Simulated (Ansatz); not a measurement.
# CePrO4: the cost of one run

Program: Ansatz 0.2.0. Level of theory: DFT PBEsol+U (U_eff = 5 eV on Pr f), plane waves, PAW, no spin–orbit coupling unless a run says so. These are calculated values, not measurements.

2 further runs of the same task are left out: 2 that didn't finish.

### 1 Starting point

It takes space group R-3m (No. 166, trigonal). Conventional cell: a = 3.967 Å, b = 3.967 Å, c = 19.231 Å, α = 90.00°, β = 90.00°, γ = 120.00°. Around Ce (site symmetry -3m) lie 8 O at 2.28 to 2.39 Å. Around O (site symmetry 3m) lie 3 Ce at 2.39 Å and 1 Pr at 2.52 Å. O (site symmetry 3m) is surrounded by 1 Ce at 2.28 Å and 3 Pr at 2.47 Å. Around Pr (site symmetry -3m) lie 8 O at 2.47 to 2.52 Å.

As a file:

```cif
data_structure
_symmetry_space_group_name_H-M 'P 1'
_symmetry_Int_Tables_number 1
_cell_length_a 6.8072
_cell_length_b 6.8072
_cell_length_c 6.8072
_cell_angle_alpha 33.881
_cell_angle_beta 33.881
_cell_angle_gamma 33.881
_cell_volume 87.36
loop_
_atom_site_label
_atom_site_type_symbol
_atom_site_fract_x
_atom_site_fract_y
_atom_site_fract_z
_atom_site_occupancy
Ce1 Ce 0.00000 0.00000 0.00000 1
O1 O 0.63095 0.63095 0.63095 1
O2 O 0.11856 0.11856 0.11856 1
O3 O 0.88144 0.88144 0.88144 1
O4 O 0.36905 0.36905 0.36905 1
Pr1 Pr 0.50000 0.50000 0.50000 1
```

An earlier series on this cell reached its lowest free state from «ferromagnetic start, free, natural orbitals of the symmetric run filled by rank», perhaps among other starts.

### 2 No spin polarisation

input.yaml

```yaml
crystal:
  lattice:
    - [1.98348321, 1.14516456, 6.41034422]
    - [-1.98348321, 1.14516456, 6.41034422]
    - [0.0, -2.29032913, 6.41034422]
  atoms:
    - { symbol: Ce, position: [0.0, 0.0, 0.0] }
    - { symbol: O, position: [0.630947, 0.630947, 0.630947] }
    - { symbol: O, position: [0.118558, 0.118558, 0.118558] }
    - { symbol: O, position: [0.881442, 0.881442, 0.881442] }
    - { symbol: O, position: [0.369053, 0.369053, 0.369053] }
    - { symbol: Pr, position: [0.5, 0.5, 0.5] }
basis:
  ecutwfc: 420
  ecutrho_ratio: 4
kpoints:
  mp_grid: { grid: [6, 6, 6] }
hamiltonian:
  xc: pbesol
  hubbard: { sites: [{ site: 5, l: f, u_eff: 5.0 }] }
scf:
  occupations: { method: gaussian, width: 0.05 }
  lower_state_search: "off"
  max_iter: 150
output:
  forces: true
  stress: true
  eigenvalues: true
  populations: true
  hubbard: { sites: [{ site: 5, l: f }] }
```

Launch:

```
$ ansatz run input.yaml --threads 4 --pin off --max-ram 6144MiB --backend cpu --events-out ev --progress --plain --runs-dir out
```

Q: Estimate wall time and peak memory on 4 threads of Intel Xeon at 2.50GHz (Skylake/Cascade Lake), shared host.

About 22 s, with a peak of 0.62 GiB.
